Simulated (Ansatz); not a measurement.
# Chlorotrimethylsilane (C₃H₉ClSi): how energies converge with the basis set

How large a basis does chlorotrimethylsilane (C₃H₉ClSi) need? Two functionals are run in growing sets.

Computed with Ansatz 0.2.0, Gaussian basis. Level: one geometry, several basis sets.

The runs, in order: PBE0-D4/def2-SVP; ωB97M-V/def2-SVP; PBE0-D4/def2-QZVPP; ωB97M-V/def2-QZVPP; the functionals' def2-TZVPP values are taken from earlier runs.

## Step 1: Structure used throughout

All runs share one geometry, relaxed beforehand with PBE0-D4/def2-TZVP.

SMILES `C[Si](C)(C)Cl`, 14 atoms, charge 0, spin multiplicity 1.

Atoms are counted from 1 here; the program's logs count them from 0.

Bond lengths: C1–Si2 1.862 Å, C1–H6 1.092 Å, C1–H7 1.094 Å, C1–H8 1.092 Å, Si2–C3 1.862 Å, Si2–C4 1.862 Å, Si2–Cl5 2.079 Å, C3–H9 1.092 Å, C3–H10 1.092 Å, C3–H11 1.094 Å, C4–H12 1.094 Å, C4–H13 1.092 Å, C4–H14 1.092 Å. Angles: Si2–C1–H6 110.9°, Si2–C1–H7 110.4°, Si2–C1–H8 110.9°, H6–C1–H7 108.2°, H6–C1–H8 108.1°, H7–C1–H8 108.2°, C1–Si2–C3 111.5°, C1–Si2–C4 111.5°, C1–Si2–Cl5 107.3°, C3–Si2–C4 111.5°, C3–Si2–Cl5 107.3°, C4–Si2–Cl5 107.3°, Si2–C3–H9 110.9°, Si2–C3–H10 110.9°, Si2–C3–H11 110.4°, H9–C3–H10 108.1°, H9–C3–H11 108.2°, H10–C3–H11 108.2° and more.

## Step 2: PBE0-D4 in def2-SVP

in.yaml

```yaml
crystal:
  periodic: [false, false, false]
  atoms:
    - {symbol: C, position_ang: [-1.680305, 0.557865, 0.223647]}
    - {symbol: Si, position_ang: [0.107919, 0.307589, -0.231765]}
    - {symbol: C, position_ang: [1.206089, 0.335029, 1.271911]}
    - {symbol: C, position_ang: [0.348374, -1.249174, -1.224962]}
    - {symbol: Cl, position_ang: [0.669500, 1.905297, -1.438346]}
    - {symbol: H, position_ang: [-1.817411, 1.495590, 0.766555]}
    - {symbol: H, position_ang: [-2.029304, -0.259734, 0.861336]}
    - {symbol: H, position_ang: [-2.309957, 0.586697, -0.668309]}
    - {symbol: H, position_ang: [1.091003, 1.271335, 1.822330]}
    - {symbol: H, position_ang: [2.256422, 0.233634, 0.990142]}
    - {symbol: H, position_ang: [0.952156, -0.489590, 1.944545]}
    - {symbol: H, position_ang: [0.066589, -2.125706, -0.634028]}
    - {symbol: H, position_ang: [1.392005, -1.362721, -1.526316]}
    - {symbol: H, position_ang: [-0.266179, -1.235113, -2.127738]}
basis:
  gaussian: {orbitals: def2-SVP}
hamiltonian: {xc: pbe0, dispersion: d4}
output: {orbitals: {seedname: orbitals}}
```

Launch:

```console
> ansatz run in.yaml --threads 4 --pin off --events-out ev --progress --plain --max-ram 10444MiB
```

After this run come: ωB97M-V in def2-SVP; PBE0-D4 in def2-QZVPP; ωB97M-V in def2-QZVPP.

Q: Predict the results of all the runs planned. Wanted: PBE0-D4: double and triple zeta above quadruple; ωB97M-V: double and triple zeta above quadruple.

**Answer**, as computed:

| quantity | value |
| --- | --- |
| PBE0-D4: double and triple zeta above quadruple | 11.61, 0.83 eV |
| ωB97M-V: double and triple zeta above quadruple | 11.81, 0.79 eV |

In words: For PBE0-D4 the step from double to triple zeta gains 10.78 eV and the next only 0.83 eV. These are total energies; as a rule much of such shifts cancels in differences, which this series doesn't test. The LUMO of ωB97M-V is positive and keeps falling with the basis (3.03 to 1.56 eV): an unbound level that the basis holds in place.
